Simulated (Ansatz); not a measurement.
**Pb (fcc type): how the settings move a single-point run**

Question: which choices in the input matter for Pb (fcc type)?

Method: reference: DFT, PBE, PAW with Ansatz's default frozen-core files, scalar-relativistic, in Ansatz 0.2.0.

## 1. The system as given

The structure is cubic, space group Fm-3m (No. 225). The conventional cell has a = 5.039 Å, b = 5.039 Å, c = 5.039 Å, α = 90.00°, β = 90.00°, γ = 90.00°. Pb (site symmetry m-3m) is surrounded by 12 Pb at 3.56 Å.

As a file:

```xyz
2
Lattice="-2.5197 2.5197 0.0000 0.0000 0.0000 5.0395 2.5197 2.5197 0.0000" Properties=species:S:1:pos:R:3 pbc="T T T"
Pb    0.0000    0.0000    0.0000
Pb    0.0000    2.5197    2.5197
```

## 2. The reference run

The input, input.yaml:

```yaml
crystal:
  lattice:
    - [-2.5197432836, 2.5197432836, 0.0]
    - [0.0, 0.0, 5.0394865671]
    - [2.5197432836, 2.5197432836, 0.0]
  atoms:
    - { symbol: Pb, position: [0.0, 0.0, 0.0] }
    - { symbol: Pb, position: [0.5, 0.5, 0.5] }
kpoints:
  mp_grid: { grid: [12, 8, 12] }
scf:
  occupations: { method: fermi_dirac, width: 0.1 }
hamiltonian:
  xc: pbe
  pseudopotentials: { kind: paw }
output:
  forces: true
  stress: true
  eigenvalues: true
```

Run with:

```bash
$ ansatz run input.yaml --threads 2 --pin off --max-ram 5120MiB --backend cpu --events-out ev --progress --plain --runs-dir out
```

## 3. Changed: starting moments, mp_grid.grid [6, 4, 6], spin_polarized true

The input, input.yaml:

```yaml
crystal:
  lattice:
    - [-2.5197432836, 2.5197432836, 0.0]
    - [0.0, 0.0, 5.0394865671]
    - [2.5197432836, 2.5197432836, 0.0]
  atoms:
    - { symbol: Pb, position: [0.0, 0.0, 0.0], spin: 1.0 }
    - { symbol: Pb, position: [0.5, 0.5, 0.5], spin: 1.0 }
kpoints:
  mp_grid: { grid: [6, 4, 6] }
scf:
  occupations: { method: fermi_dirac, width: 0.1 }
hamiltonian:
  xc: pbe
  pseudopotentials: { kind: paw }
output:
  forces: true
  stress: true
  eigenvalues: true
  write_density: true
  write_potential: true
  elf: true
  volumetric_format: npy
magnetization:
  spin_polarized: true
```

**Question.** What will these runs give? Wanted: for each run, ending; energy change; pressure; gap; force.

As calculated:

```csv
run,ending,energy change,pressure (GPa),gap (eV),force (eV/Å),cycles,time
reference,converged,0,0.0,0.00,0.00,6,5.5 s
"1: starting moments, mp_grid.grid [6, 4, 6], spin_polarized true",converged,+19.6 meV/atom,0.6,0.00,0.00,13,4.3 s
```

Times don't compare one to one where runs were asked for different outputs or read a saved state (see the inputs); cycles may leave out searches for a lower state.

Residual by cycle in the longest SCF loop of each run; runs are numbered as in the table. The quantity is the density residual dr2, in eV.

```csv
cycle,reference,run 1
1,1.4e-4,0.0561
2,4.9e-5,0.0329
3,1.3e-5,0.00201
4,1.1e-6,7.8e-4
5,1.4e-7,7.1e-6
6,1.2e-8,4.4e-6
8,-,3.7e-7
9,-,3.8e-8
10,-,8.2e-9
11,-,3.0e-10
12,-,8.3e-12
13,-,1.9e-12
```

**Reading.** Changing the spin polarisation and k-point mesh moves the energy by +19.6 meV/atom, and the pressure goes from 0.0 to 0.6 GPa.
